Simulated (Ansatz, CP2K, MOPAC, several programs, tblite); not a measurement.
Energy against volume for KSrCl3 (cubic perovskite), at fixed shape and fractional coordinates, computed by several methods (PBE and r2SCAN, where shown, with plane waves in Ansatz); the cell shown is that of r2SCAN. The symmetry is Pm-3m (No. 221, cubic); conventional cell a = 5.636 Å, 35.81 Å³ an atom. K is surrounded by 12 Cl at 3.99 Å; Sr is surrounded by 6 Cl at 2.82 Å; Cl is surrounded by 2 Sr at 2.82 Å and 4 K at 3.99 Å. The calculation is spin-unpolarised, and the structure need not be a phase that has been made. Energies count from each curve's lowest point; fits are third-order Birch-Murnaghan.

```xyz
5
Lattice="5.6362 0.0000 0.0000 0.0000 5.6362 0.0000 0.0000 0.0000 5.6362" Properties=species:S:1:pos:R:3 pbc="T T T"
K     0.0000    0.0000    0.0000
Sr    2.8181    2.8181    2.8181
Cl    2.8181    2.8181    0.0000
Cl    2.8181    0.0000    2.8181
Cl    0.0000    2.8181    2.8181
```

**Question.** PBE, on the shape of its own relaxed cell, gives
```csv
V (Å³/atom),E (meV/atom)
34.355,9.89
35.451,2.44
36.548,0.00
37.644,1.80
38.740,7.19
```
What equilibrium volume and bulk modulus follow?

**Answer.** V₀ = 36.60 Å³ an atom and B₀ = 20 GPa.

PM7 (MOPAC), on the shape of the cell shown, as a cluster of 40 atoms at the zone centre:

| V (Å³/atom) | E (meV/atom) |
| --- | --- |
| 31.512 | 0.00 |
| 33.660 | 41.05 |
| 35.809 | 96.52 |
| 37.957 | 152.80 |
| 40.106 | 226.22 |

The lowest point is an end point, so the minimum isn't bracketed.

**Question.** r2SCAN, on the shape of its own relaxed cell, gives
```csv
V (Å³/atom),E (meV/atom)
33.660,10.27
34.734,2.45
35.809,0.00
36.883,2.09
37.957,8.03
```
What equilibrium volume and bulk modulus follow?

**Answer.** V₀ = 35.82 Å³ an atom and B₀ = 23 GPa.

**Question.** PBE/DZVP (CP2K), on the shape of the cell shown, gives
```
V (Å³/atom)  E (meV/atom)
     31.512         64.43
     33.660         18.97
     35.809          0.00
     37.957          0.14
     40.106         14.13
```
What equilibrium volume and bulk modulus follow?

**Answer.** V₀ = 36.84 Å³ an atom and B₀ = 21 GPa.

GFN2-xTB (tblite), on the shape of the cell shown, as a cluster of 40 atoms at the zone centre:

| V (Å³/atom) | E (meV/atom) |
| --- | --- |
| 31.512 | 0.00 |
| 33.660 | 6.47 |
| 35.809 | 26.69 |
| 37.957 | 52.40 |
| 40.106 | 82.06 |

The lowest point is an end point, so the minimum isn't bracketed.
